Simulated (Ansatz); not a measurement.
CH₇BClOP, SMILES O[B@@H-]([PH3+])CCl, a geometry optimisation

Run with the Ansatz DFT code, driven from Python.

The script reads `ch7bclop.xyz`:
```text
12

O    -0.03860   -1.75630    0.47570
B    -0.28320   -0.30420    0.39630
P     1.37490    0.60230    0.18920
C    -1.24560    0.00200   -0.85290
Cl   -1.88570    1.66270   -0.76330
H     0.32320   -1.92190    1.38390
H    -0.81050    0.07160    1.40040
H     1.94860    0.25760   -1.04930
H     2.24550    0.22660    1.22950
H     1.16160    1.99290    0.23810
H    -0.69050   -0.12670   -1.80580
H    -2.09980   -0.70670   -0.84190
```

The script, `opt.py`:
```python
import ansatz as az
import numpy as np

BASIS_SET = 'cc-pVDZ'
XC = 'HF'

molecule = az.Crystal.molecule_from_extxyz('ch7bclop.xyz')

calculation = (
    molecule.calculation()
    .basis(gaussian=BASIS_SET)
    .functional(XC)
    .accuracy('high')
)
symbols = [site.symbol for site in molecule.cartesian_sites]
start = np.array([site.position_ang for site in molecule.cartesian_sites], dtype=float)
rep = calculation.relax(force_tolerance=0.02).run(threads=1).report
end = np.array(rep['positions_ang'])

for key in ('converged', 'free_energy_ev', 'reference_energy_ev', 'n_frozen', 'n_occupied', 'n_virtual'):
    print(f'{key:22s} {rep[key]}')

print('final positions (A) and the move of each atom')
for symbol, xyz, old in zip(symbols, end, start):
    print(f'{symbol:2s} {xyz[0]:10.5f} {xyz[1]:10.5f} {xyz[2]:10.5f}   {np.linalg.norm(xyz - old):7.4f}')
with open('ch7bclop_opt.xyz', 'w') as handle:
    handle.write(f'{len(symbols)}\nrelaxed CH7BClOP\n')
    handle.writelines(f'{s:2s} {x:11.6f} {y:11.6f} {z:11.6f}\n' for s, (x, y, z) in zip(symbols, end))
```

Running `python opt.py` prints:
```text
converged              True
free_energy_ev         -25627.197609036502
reference_energy_ev    -25627.197609036502
n_frozen               0
n_occupied             [29, 29]
n_virtual              [84, 84]
final positions (A) and the move of each atom
O    -0.84691   -2.19325    0.62104    0.9303
B    -1.14221   -0.88020    0.55142    1.0458
P     2.24681    1.04001    0.23103    0.9765
C    -1.51351   -0.33030   -0.88959    0.4284
Cl   -1.50064    1.47477   -0.98530    0.4826
H    -0.64862   -2.49910    1.49289    1.1355
H    -1.17238   -0.19185    1.53256    0.4667
H     2.39295    1.52295   -1.09313    1.3418
H     3.62651    1.10668    0.55662    1.7704
H     1.90643    2.29127    0.80105    0.9802
H    -0.82854   -0.69462   -1.65248    0.6042
H    -2.51999   -0.64645   -1.16621    0.5342
```

`ch7bclop_opt.xyz`, as written:
```text
12
relaxed CH7BClOP
O    -0.846915   -2.193253    0.621039
B    -1.142213   -0.880204    0.551417
P     2.246809    1.040010    0.231026
C    -1.513509   -0.330296   -0.889589
Cl   -1.500636    1.474770   -0.985296
H    -0.648615   -2.499103    1.492889
H    -1.172383   -0.191848    1.532563
H     2.392953    1.522946   -1.093128
H     3.626508    1.106681    0.556621
H     1.906428    2.291271    0.801053
H    -0.828539   -0.694619   -1.652481
H    -2.519988   -0.646454   -1.166214
```

These settings explore the input space; basis and method may be short of convergence. The end point is the stationary point reached from this start; no frequency run checks that it is a minimum, and the basis set is modest. The bonding changed during the relaxation, so the end is another isomer than the start names. Hardware and time: 3.8 min on 1 thread of Intel(R) Xeon(R) 6975P-C (Granite Rapids), on a shared host, peak memory 0.55 GiB.

(Lines on the test bed's own set-up are left out of the output.)
